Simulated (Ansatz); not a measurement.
# InSb: the cost of one run

Method: DFT PBEsol, scalar-relativistic, plane waves, PAW, in Ansatz 0.2.0.

That is the level of the relaxation; later steps name their own.

1 further run of the same task is left out (set aside as unsound or not needed).

## (1) The structure to begin with

The structure is cubic, space group F-43m (No. 216). The conventional cell has a = 6.520 Å, b = 6.520 Å, c = 6.520 Å, α = 90.00°, β = 90.00°, γ = 90.00°. In (site symmetry -43m) is surrounded by 4 Sb at 2.82 Å. Sb (site symmetry -43m) has 4 In at 2.82 Å as nearest neighbours.

As a file:

```
CELL_PARAMETERS angstrom
0.00000 3.25993 3.25993
3.25993 0.00000 3.25993
3.25993 3.25993 0.00000
ATOMIC_POSITIONS crystal
In 0.00000 0.00000 0.00000
Sb 0.25000 0.25000 0.25000
```

It is the result of an earlier relaxation at this level (volume 34.64 Å³/atom; gap on the mesh: none (metal)).

## (2) Levels with PBEsol

Contents of input.yaml:

```yaml
crystal:
  lattice:
    - [0.0, 3.2599290578, 3.2599290578]
    - [3.2599290578, 0.0, 3.2599290578]
    - [3.2599290578, 3.2599290578, 0.0]
  atoms:
    - { symbol: In, position: [0.0, 0.0, 0.0] }
    - { symbol: Sb, position: [0.25, 0.25, 0.25] }
basis:
  ecutwfc: 420
kpoints:
  mp_grid: { grid: [12, 12, 12] }
  band_path:
    path:
      - [0.0, 0.0, 0.0]
      - [-0.5, -0.5, 0.0]
      - [-0.375, -0.375, 0.25]
      - [-0.375, 0.0, 0.375]
      - [0.0, 0.0, 0.5]
      - [-0.5, -0.25, 0.25]
    npoints: 1
hamiltonian:
  xc: pbesol
scf:
  occupations: { method: gaussian, width: 0.1 }
  n_extra_bands: 4
output:
  forces: true
  stress: true
  eigenvalues: true
  write_density: true
  write_potential: true
  elf: true
  volumetric_format: npy
```

On the command line:

```
$ ansatz run input.yaml --threads 1 --pin off --max-ram 2560MiB --backend cpu --events-out ev --progress --plain --runs-dir out
```

**Question.** How long does this run take on 1 thread of Intel Xeon at 2.50GHz (Skylake/Cascade Lake), shared host, and how much memory does it need?

About 20 s, with a peak of 0.43 GiB.
